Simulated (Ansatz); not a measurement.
**KCaCl3 (Pm-3m): equation of state with a fit**

Where is the equilibrium volume of KCaCl3 (Pm-3m), and how stiff is it? A script is to give an equation of state with a fit; the system is KCaCl3 (Pm-3m).

Computed with Ansatz 0.2.0, driven from Python. Level of theory: DFT PBEsol, plane waves, PAW.

### Step 1. Starting point

It takes space group Pm-3m (No. 221, cubic). The conventional cell has a = 5.394 Å, b = 5.394 Å, c = 5.394 Å, α = 90.00°, β = 90.00°, γ = 90.00°. Around K (site symmetry m-3m) lie 12 Cl at 3.81 Å. Ca (site symmetry m-3m) has 6 Cl at 2.70 Å as nearest neighbours. Cl (site symmetry 4/mmm) is surrounded by 2 Ca at 2.70 Å and 4 K at 3.81 Å.

The script holds or builds the structure itself.

### Step 2. The code

File eos_kcacl3.py:

```python
"""Energy against volume for KCaCl3, with a fit."""

import ansatz as az
from ase.eos import EquationOfState
from ase.units import GPa
import numpy as np

vectors0 = np.array([
    [5.393523, 0.0, 0.0],
    [0.0, 5.393523, 0.0],
    [0.0, 0.0, 5.393523],
])
sites = [
    ("K", (0.0, 0.0, 0.0)),
    ("Ca", (0.5, 0.5, 0.5)),
    ("Cl", (0.0, 0.5, 0.5)),
    ("Cl", (0.5, 0.0, 0.5)),
    ("Cl", (0.5, 0.5, 0.0)),
]


def crystal_on(cell):
    crystal = az.Crystal(lattice=az.Lattice.of(cell))
    for symbol, position in sites:
        crystal = crystal.atom(symbol, position)
    return crystal

# uniform scaling of the cell
volumes, energies, pressures = [], [], []
for scale in np.linspace(0.92, 1.08, 7):
    cell = vectors0 * scale ** (1 / 3)
    job = (
        crystal_on(cell).calculation()
        .occupations("cold", width=0.05)
        .pseudopotentials("paw")
        .functional("pbesol")
        .basis(34 * az.Ry)
        .kpoints(4, 4, 4)
        .stress()
    )
    summary = job.run().report
    volumes.append(abs(np.linalg.det(cell)) / len(sites))
    energies.append(summary["free_energy_ev"] / len(sites))
    pressures.append(np.trace(summary["stress_gpa"]) / 3)
    print(f"V = {volumes[-1]:8.4f} A^3/atom  F = {energies[-1]:.5f} eV/atom  P = {pressures[-1]:8.3f} GPa")

eos = EquationOfState(volumes, energies, eos="murnaghan")
v0, e0, bulk = eos.fit()
print(f"V0 = {v0:.4f} A^3/atom, E0 = {e0:.5f} eV/atom, B = {bulk / GPa:.1f} GPa")
eos.plot("eos.png")
```

### Step 3. What the engine is handed

The engine receives this input (first run):

```yaml
crystal:
  lattice:
    - [5.245680203754403, 0.0, 0.0]
    - [0.0, 5.245680203754403, 0.0]
    - [0.0, 0.0, 5.245680203754403]
  atoms:
    - { symbol: K, position: [0.0, 0.0, 0.0] }
    - { symbol: Ca, position: [0.5, 0.5, 0.5] }
    - { symbol: Cl, position: [0.0, 0.5, 0.5] }
    - { symbol: Cl, position: [0.5, 0.0, 0.5] }
    - { symbol: Cl, position: [0.5, 0.5, 0.0] }
basis:
  ecutwfc: 462.593566181796
kpoints:
  mp_grid:
    grid: [4, 4, 4]
hamiltonian:
  xc: pbesol
  pseudopotentials:
    kind: paw
scf:
  occupations:
    method: cold
    width: 0.05
output:
  stress: true
```

### Step 4. Launch

On the command line:

```bash
> python eos_kcacl3.py
```

**Question.** Estimate the equilibrium volume and the bulk modulus.

**Answer**, as computed:

| quantity | value |
| --- | --- |
| runs compared | 7 |
| range of energy | 35.55 meV/atom |
| lowest point, volume (Å³/atom) | 29.706 |
| equilibrium volume (fit) | 29.87 Å³/atom |
| bulk modulus (fit) | 27 GPa |

In words: A third-order Birch-Murnaghan fit through the 7 points (the script's own form differs a little) has its minimum at 29.87 Å³ an atom, 4.8 % below the typed cell, with a bulk modulus of 27 GPa and dB/dP = 4.6. From that minimum the energy rises by 3.0 meV an atom on the compressed side and 35.6 meV on the expanded side. The window is off centre, so dB/dP is rough. What to keep in mind:
- Pressure is positive in compression.
- The structure comes from a database of computed cells and needn't be a stable or known phase.
